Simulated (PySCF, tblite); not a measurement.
**C₅H₉FN₂Si: geometry, infrared bands and NMR shifts**

Wanted: the infrared bands and NMR shifts of C₅H₉FN₂Si (`Cc1c(CF)cnn1[SiH3]`), by calculation.

Computed with tblite 0.8.0 and PySCF 2.14.0, with density-fitted response routines of our own, on a single molecule in the gas phase. Atoms count from 0, in the outputs and in this text.

## Step 1: The starting structure

18 atoms, charge 0, multiplicity 1; geometry from: force field or distance geometry start.

Bonds of the start (Å): C0–C1 1.50, C1–C2 1.37, C2–C3 1.50, C3–F4 1.40, C2–C5 1.40, C5–N6 1.34, N6–N7 1.33, N7–Si8 1.78, N7–C1 1.35, C0–H9 1.13, C0–H10 1.10, C0–H11 1.11, C3–H12 1.09, C3–H13 1.13, C5–H14 1.07, Si8–H15 1.47, Si8–H16 1.48, Si8–H17 1.47.

## Step 2: Relaxing the molecule with GFN2-xTB

What the job is given:

```
{"job": {"kind": "relax", "xc": "GFN2-xTB", "basis": "xTB"}, "charge": 0, "multiplicity": 1}
C     -0.029900     1.569700     0.576600
C     -0.036900     0.167200     0.044400
C     -1.108100    -0.611900    -0.303900
C     -2.541500    -0.171500    -0.245300
F     -2.963500    -0.271000     1.089700
C     -0.619900    -1.849700    -0.743800
N      0.712200    -1.736600    -0.614700
N      1.087900    -0.555500    -0.138500
Si     2.787100    -0.087700     0.142200
H      0.297500     2.274600    -0.237300
H     -1.020000     1.918300     0.900200
H      0.760600     1.645200     1.359300
H     -3.213200    -0.712600    -0.914300
H     -2.602000     0.924200    -0.502900
H     -1.186100    -2.688100    -1.092400
H      3.713900    -0.946600    -0.602900
H      2.864500     1.322900    -0.303600
H      3.088400    -0.184500     1.575500
```

Command:

```bash
$ OMP_NUM_THREADS=1 python probes_run.py task.json out
```

The driver reads the jobs from task.json and runs them one after another.

Output:

```text
step      E/eV     max force
  0    -751.39270    2.960
  1    -751.62378    1.170
  2    -751.69106    0.790
  3    -751.72804    0.421
  4    -751.75723    0.349
  5    -751.77068    0.308
  6    -751.78051    0.238
  7    -751.78896    0.231
  8    -751.79620    0.215
  9    -751.80165    0.201
 10    -751.80625    0.156
 11    -751.81022    0.153
 12    -751.81345    0.142
 13    -751.81617    0.136
 14    -751.81902    0.129
 15    -751.82219    0.177
 16    -751.82521    0.149
 17    -751.82791    0.123
 18    -751.83049    0.133
 19    -751.83282    0.107
 20    -751.83453    0.098
 21    -751.83576    0.069
 22    -751.83686    0.082
 23    -751.83811    0.095
 24    -751.83953    0.102
 25    -751.84094    0.098
 26    -751.84223    0.081
 27    -751.84322    0.082
 28    -751.84379    0.045
 29    -751.84406    0.030
 30    -751.84420    0.028
 31    -751.84434    0.036
 32    -751.84451    0.032
 33    -751.84471    0.036
 34    -751.84493    0.049
 35    -751.84518    0.049
 36    -751.84542    0.044
 37    -751.84561    0.029
 38    -751.84574    0.022
 39    -751.84583    0.022
 40    -751.84591    0.022
 41    -751.84599    0.020
 42    -751.84609    0.024
 43    -751.84622    0.028
 44    -751.84641    0.033
 45    -751.84671    0.044
 46    -751.84706    0.043
 47    -751.84741    0.047
 48    -751.84771    0.041
 49    -751.84801    0.044
 50    -751.84838    0.047
 51    -751.84884    0.057
 52    -751.84929    0.055
 53    -751.84962    0.034
 54    -751.84982    0.031
 55    -751.84999    0.026
 56    -751.85019    0.039
 57    -751.85042    0.045
 58    -751.85068    0.040
 59    -751.85098    0.045
 60    -751.85133    0.047
 61    -751.85169    0.053
 62    -751.85213    0.053
 63    -751.85276    0.054
 64    -751.85337    0.054
 65    -751.85385    0.043
 66    -751.85421    0.038
 67    -751.85439    0.037
 68    -751.85459    0.040
 69    -751.85483    0.035
 70    -751.85506    0.025
 71    -751.85514    0.019
 72    -751.85520    0.019
 73    -751.85526    0.019
 74    -751.85535    0.021
 75    -751.85543    0.017
 76    -751.85549    0.019
 77    -751.85554    0.017
 78    -751.85561    0.020
 79    -751.85568    0.019
 80    -751.85574    0.013
 81    -751.85576    0.012
 82    -751.85578    0.012
 83    -751.85582    0.014
 84    -751.85588    0.017
 85    -751.85595    0.018
 86    -751.85600    0.015
 87    -751.85603    0.012
 88    -751.85606    0.010
 89    -751.85609    0.015
 90    -751.85612    0.016
 91    -751.85614    0.012
 92    -751.85615    0.010
 93    -751.85617    0.011
 94    -751.85620    0.011
 95    -751.85622    0.013
 96    -751.85625    0.015
 97    -751.85628    0.013
 98    -751.85632    0.017
 99    -751.85637    0.018
100    -751.85642    0.018
101    -751.85647    0.016
102    -751.85649    0.009
```

Wall time 1.3 s (1 thread of Arm Neoverse N1, shared host); peak memory 0.18 GiB.

Relaxation path: (not every step is listed)

| step | energy from step 0 (eV) | largest force (eV/Å) |
| --- | --- | --- |
| 0 | 0.0000 | 2.9600 |
| 1 | -0.2311 | 1.1697 |
| 2 | -0.2984 | 0.7899 |
| 3 | -0.3353 | 0.4214 |
| 4 | -0.3645 | 0.3492 |
| 5 | -0.3780 | 0.3084 |
| 6 | -0.3878 | 0.2380 |
| 7 | -0.3963 | 0.2307 |
| 8 | -0.4035 | 0.2147 |
| 16 | -0.4325 | 0.1491 |
| 24 | -0.4468 | 0.1021 |
| 32 | -0.4518 | 0.0324 |
| 40 | -0.4532 | 0.0220 |
| 48 | -0.4550 | 0.0412 |
| 56 | -0.4575 | 0.0392 |
| 64 | -0.4607 | 0.0543 |
| 72 | -0.4625 | 0.0193 |
| 80 | -0.4630 | 0.0126 |
| 88 | -0.4634 | 0.0103 |
| 96 | -0.4636 | 0.0146 |
| 97 | -0.4636 | 0.0127 |
| 98 | -0.4636 | 0.0172 |
| 99 | -0.4637 | 0.0184 |
| 100 | -0.4637 | 0.0182 |
| 101 | -0.4638 | 0.0157 |
| 102 | -0.4638 | 0.0094 |

Close pairs (by a distance rule), those that changed most:

| bond | before (Å) | after (Å) | change (Å) |
| --- | --- | --- | --- |
| C0–H9 | 1.125 | 1.091 | -0.035 |
| C5–N6 | 1.343 | 1.309 | -0.034 |
| C3–H13 | 1.127 | 1.097 | -0.030 |
| N7–Si8 | 1.785 | 1.757 | -0.027 |
| C0–H11 | 1.115 | 1.089 | -0.026 |
| C3–F4 | 1.404 | 1.382 | -0.021 |
| N6–N7 | 1.328 | 1.348 | +0.020 |
| C0–C1 | 1.500 | 1.484 | -0.017 |

The end geometry stands in the next job.

## Step 3: Harmonic vibrations with GFN2-xTB

What the job is given:

```
{"job": {"kind": "ir", "xc": "GFN2-xTB", "basis": "xTB"}, "charge": 0, "multiplicity": 1}
C     -0.000655     1.583488     0.697792
C     -0.040396     0.233377     0.084071
C     -1.113116    -0.532621    -0.326889
C     -2.561718    -0.201235    -0.253076
F     -2.940366     0.113289     1.038663
C     -0.527251    -1.712134    -0.832772
N      0.778136    -1.663087    -0.745358
N      1.084585    -0.477398    -0.181866
Si     2.779748    -0.114728     0.105895
H      0.318273     2.325023    -0.035705
H     -0.987649     1.853811     1.063439
H      0.702061     1.605632     1.528883
H     -3.173228    -1.054325    -0.561158
H     -2.811357     0.676643    -0.862145
H     -1.016115    -2.568453    -1.254639
H      3.480680    -1.251010    -0.463035
H      3.062154     1.156462    -0.566048
H      2.957454     0.033582     1.552294
```

Output:

```text
mode    cm-1     km/mol
  1      41.0      7.35
  2      58.1      0.38
  3      74.3      2.42
  4      93.4      0.80
  5     145.9      5.96
  6     184.2      4.26
  7     235.3      1.23
  8     256.9      1.10
  9     359.5      7.64
 10     417.1      4.48
 11     484.0     11.02
 12     576.3     65.23
 13     579.7     54.03
 14     624.1     12.19
 15     634.7      1.42
 16     706.2      1.02
 17     742.6    176.74
 18     761.5    141.50
 19     767.7    199.32
 20     797.2    323.52
 21     844.1      2.12
 22     949.3      7.40
 23     956.6     11.67
 24    1000.5     80.11
 25    1032.9      7.97
 26    1056.7      8.20
 27    1119.0     23.80
 28    1175.7      3.26
 29    1220.2      6.75
 30    1238.5    114.31
 31    1306.5     32.88
 32    1344.8    105.05
 33    1400.9      6.37
 34    1428.9     10.95
 35    1440.6      2.71
 36    1467.9      9.44
 37    1469.6      1.20
 38    1489.3     76.20
 39    1598.3     23.35
 40    2246.6    362.69
 41    2257.9    153.87
 42    2379.7    207.84
 43    2914.3     37.86
 44    2962.8     25.97
 45    2990.3     23.43
 46    3021.1     20.66
 47    3055.5      5.26
 48    3163.0     26.44
```

It took 1.2 s on 1 thread of Arm Neoverse N1, shared host; peak memory 0.18 GiB.

The strongest bands and the atoms that carry them (share of the mass-weighted mode):

| cm⁻¹ | km/mol | atoms |
| --- | --- | --- |
| 743 | 176.7 | H15 59 %, H16 22 %, H17 15 % |
| 762 | 141.5 | C3 33 %, N6 14 % |
| 768 | 199.3 | H17 36 %, H16 29 %, H15 19 % |
| 797 | 323.5 | H16 42 %, H17 40 %, H15 10 % |
| 1238 | 114.3 | N7 46 %, N6 27 % |
| 2247 | 362.7 | H16 61 %, H17 35 % |
| 2258 | 153.9 | H17 62 %, H16 36 % |
| 2380 | 207.8 | H15 97 % |

## Step 4: NMR shieldings: PBE0/pcSseg-1

Same as in step 3 but for these lines:

```diff
@@ -1,2 +1,2 @@
-{"job": {"kind": "ir", "xc": "GFN2-xTB", "basis": "xTB"}, "charge": 0, "multiplicity": 1}
+{"job": {"kind": "nmr", "xc": "PBE0", "basis": "pcSseg-1"}, "charge": 0, "multiplicity": 1}
 C     -0.000655     1.583488     0.697792
```

Level: GIAO PBE0/pcSseg-1 NMR shielding, non-relativistic, gas phase.

Output:

```text
coarse grid: 15848 points
cycle   1  E = -694.0331637277  dE =  1.418e+00  |g| = 5.403e-01  |ddm| = 4.071e+00
cycle   2  E = -694.0065727667  dE =  2.659e-02  |g| = 7.055e-01  |ddm| = 1.273e+00
cycle   3  E = -694.0895014812  dE = -8.293e-02  |g| = 9.167e-02  |ddm| = 6.874e-01
cycle   4  E = -694.0907250671  dE = -1.224e-03  |g| = 4.944e-02  |ddm| = 1.127e-01
cycle   5  E = -694.0912464368  dE = -5.214e-04  |g| = 1.321e-02  |ddm| = 5.785e-02
cycle   6  E = -694.0912793052  dE = -3.287e-05  |g| = 4.120e-03  |ddm| = 1.605e-02
cycle   7  E = -694.0912828073  dE = -3.502e-06  |g| = 5.586e-04  |ddm| = 4.301e-03
final grid: 149904 points
cycle   8  E = -694.1471167617  dE = -4.340e-05  |g| = 7.815e-03  |ddm| = 4.222e-02
cycle   9  E = -694.1471116068  dE =  5.155e-06  |g| = 9.653e-03  |ddm| = 1.727e-02
cycle  10  E = -694.1471308389  dE = -1.923e-05  |g| = 1.410e-03  |ddm| = 9.259e-03
cycle  11  E = -694.1471312021  dE = -3.632e-07  |g| = 3.897e-04  |ddm| = 1.385e-03
cycle  12  E = -694.1471312303  dE = -2.822e-08  |g| = 1.804e-04  |ddm| = 4.989e-04
cycle  13  E = -694.1471312365  dE = -6.250e-09  |g| = 3.028e-05  |ddm| = 1.659e-04
cycle  14  E = -694.1471312367  dE = -1.507e-10  |g| = 1.256e-05  |ddm| = 3.523e-05
converged SCF energy = -694.1471312367

GIAO shielding tensors (ppm)
atom      isotropic    diamagn.    paramagn.     s11        s22        s33       span
  0 C      174.698     249.258     -74.560    163.219    172.471    188.404     25.185
  1 C       36.197     256.028    -219.831    -40.140     16.986    131.746    171.886
  2 C       63.320     270.490    -207.170      1.027     45.356    143.577    142.550
  3 C      106.864     235.418    -128.554     71.558     86.318    162.717     91.158
  4 F      415.814     475.040     -59.226    368.681    407.839    470.923    102.242
  5 C       40.180     249.402    -209.222    -49.325     47.793    122.072    171.397
  6 N      -90.267     321.885    -412.152   -321.626    -94.241    145.067    466.693
  7 N       41.639     334.780    -293.141    -64.135     55.509    133.543    197.678
  8 Si     398.803     881.623    -482.820    357.260    393.719    445.432     88.172
  9 H       29.313      30.221      -0.907     25.067     26.991     35.882     10.814
 10 H       28.579      29.988      -1.409     22.191     29.045     34.501     12.310
 11 H       29.275      30.727      -1.452     24.021     28.947     34.857     10.836
 12 H       26.102      27.255      -1.153     21.130     26.587     30.589      9.459
 13 H       25.895      27.850      -1.955     22.745     25.801     29.137      6.393
 14 H       24.201      31.726      -7.525     21.980     24.219     26.405      4.425
 15 H       26.285      29.447      -3.163     22.005     25.779     31.070      9.065
 16 H       26.583      30.019      -3.436     22.856     25.662     31.230      8.374
 17 H       26.550      30.000      -3.451     22.973     25.351     31.325      8.352
```

It took 86 s on 1 thread of Arm Neoverse N1, shared host; peak memory 0.93 GiB.

Shifts follow as δ = σ(reference) − σ, with reference shieldings (ppm) from runs at the same level and on the same kind of geometry: ¹H TMS 31.72, ¹³C TMS 186.9, ²⁹Si TMS 349.2, ¹⁹F CFCl3 170.9, ¹⁵N NH3 267.7. The references are single molecules in the gas phase, so shifts against H2O, NH3, PH3, H3PO4 or CFCl3 are not on the usual liquid scales and can be off by tens of ppm. Atoms listed in one row are averaged.

| atoms | environment | σ (ppm) | δ (ppm) | δ scaled to CDCl3 |
| --- | --- | --- | --- | --- |
| C1 | substituted aromatic carbon next to a ring nitrogen | 36.2 | 150.7 | 145.2 |
| C5 | aromatic CH next to a ring nitrogen | 40.2 | 146.7 | 141.3 |
| C2 | substituted aromatic carbon | 63.3 | 123.6 | 118.7 |
| C3 | sp3 CH2 bonded to F, on an aromatic ring | 106.9 | 80.1 | 76.2 |
| C0 | methyl carbon on an aromatic ring | 174.7 | 12.2 | 10.0 |
| H14 | hydrogen on an aromatic CH next to a ring nitrogen | 24.20 | 7.52 | 7.19 |
| H12, H13 | hydrogen on an sp3 CH2 bonded to F, on an aromatic ring | 26.00 | 5.72 | 5.50 |
| H15, H16, H17 | hydrogen on a silicon bonded to N | 26.47 | 5.24 | – |
| H9, H10, H11 | hydrogen on a methyl carbon on an aromatic ring | 29.06 | 2.66 | 2.61 |
| F4 | fluorine on an sp3 carbon | 415.8 | -244.9 | – |
| N6 | pyridine-type nitrogen of an azole | -90.3 | 358.0 | – |
| N7 | pyrrole-type ring nitrogen | 41.6 | 226.1 | – |
| Si8 | silicon bonded to N, 3 H | 398.8 | -49.6 | – |

The scaled column applies a straight-line fit of computed shieldings to shifts measured in CDCl3, and one for carbons that bear F (root-mean-square error 0.16 ppm for H, 1.9 ppm for C).

The run also stored atomic charges by several schemes (e):

| atoms | Mulliken | IAO | Hirshfeld | ESP fit |
| --- | --- | --- | --- | --- |
| C0 | -0.14 | -0.44 | -0.11 | -0.48 |
| C1 | 0.31 | 0.08 | 0.04 | 0.24 |
| C2 | -0.67 | -0.12 | -0.06 | -0.24 |
| C3 | 0.33 | 0.03 | 0.02 | -0.03 |
| F4 | -0.34 | -0.34 | -0.13 | -0.21 |
| C5 | 0.23 | -0.07 | -0.03 | 0.12 |
| N6 | -0.22 | -0.25 | -0.15 | -0.53 |
| N7 | -0.63 | -0.25 | -0.06 | 0.08 |
| Si8 | 0.64 | 0.76 | 0.38 | 0.53 |

Mayer bond orders: C0–C1 1.12, C1–C2 1.36, C2–C3 1.05, C3–F4 0.89, C2–C5 1.33, C5–N6 1.58, N6–N7 1.17, N7–Si8 0.80, N7–C1 1.00.

Ring of atoms C1, C2, C5, N6, N7: NICS(0) -12.0, NICS(1) -11.5, NICS(1)zz -28.8 ppm (means of both faces).

Orbitals, density, ELF and potential are computed afterwards from the orbital file.

Frontier orbitals at PBE0/pcSseg-1, with the share of their density that lies nearest to each atom:

| orbital | energy (eV) | lies on |
| --- | --- | --- |
| HOMO | -6.93 | N6 28 %; C1, C2 about 27 % each |
| LUMO | 0.09 | C1 24 %; N6, N7 about 14 % each; C2 8 % |

ELF in a plane through or near 12 of the atoms.

Ten even steps from '0' (0.00) to '9' (1.00):
```
0000000000000000000000000000
0000000000000000000000000000
0000000000000000000000000000
0000000000000001100000000000
0000000000000138840000000000
0000000000344489990000000000
0000000000576169950000000000
0000001100144255200000000000
0000124420016874002331000000
0000131003446258667124100000
0000112664848658359138740000
0001572316844315136599994000
0006999951277654861189992000
0008999940586475362004510000
0003999801899637999300000000
0000145100687106999700000000
0000000000132003999200000000
0000000000000000110000000000
0000000000000000000000000000
0000000000000000000000000000
```
The map spans 11.8 Å across and 10.7 Å up, centred on the molecule. Atoms in the plane (x, y in Å): C0 (-0.2, 1.7), C1 (0.0, 0.3), C2 (1.2, -0.5), C3 (2.6, 0.0), C5 (0.7, -1.8), N6 (-0.6, -1.9), N7 (-1.0, -0.6), Si8 (-2.8, -0.4), H10 (0.7, 2.2), H12 (3.3, -0.8), H14 (1.3, -2.7), H15 (-3.3, -1.7).

On the surface of density 0.002 e/bohr³ the electrostatic potential runs, from the 1st to the 99th percentile, from -1.63 V near N6 to 1.56 V near H15.

## Step 5: What came out

| quantity | value |
| --- | --- |
| strongest single infrared mode (GFN2-xTB) | 2247 cm⁻¹, 363 km/mol |
| zero-point energy (GFN2-xTB) | 81.6 kcal/mol |
| ¹³C shifts against TMS (PBE0/pcSseg-1) | 150.7, 146.7, 123.6, 80.1, 12.2 ppm |
| ¹H shifts against TMS (PBE0/pcSseg-1, means over atoms taken as alike) | 7.52, 5.72, 5.24, 2.66 ppm |
| ¹⁹F shifts against CFCl3 (PBE0/pcSseg-1) | -244.9 ppm |
| ¹⁵N shifts against NH3 (PBE0/pcSseg-1) | 358.0, 226.1 ppm |
| ²⁹Si shifts against TMS (PBE0/pcSseg-1) | -49.6 ppm |
| surface potential, 1st and 99th percentile | -1.63 V and 1.56 V |

**Reading.** Over 102 steps the energy fell by 0.464 eV; of the close pairs, C0–H9 changed most, 1.125 to 1.091 Å. All 48 modes are real, so the xTB geometry is a minimum. The strongest single mode, at 2247 cm⁻¹, moves mainly H16 and H17. GFN2-xTB is a fitted tight-binding method: band positions and strengths are rough. Its intensities can rank the bands wrongly. At PBE0/pcSseg-1: Shielding is most anisotropic at N6 (span 467 ppm, paramagnetic term -412 ppm). NICS(1)zz of -29 ppm above the planar ring from C1 marks a diatropic (aromatic) ring current.
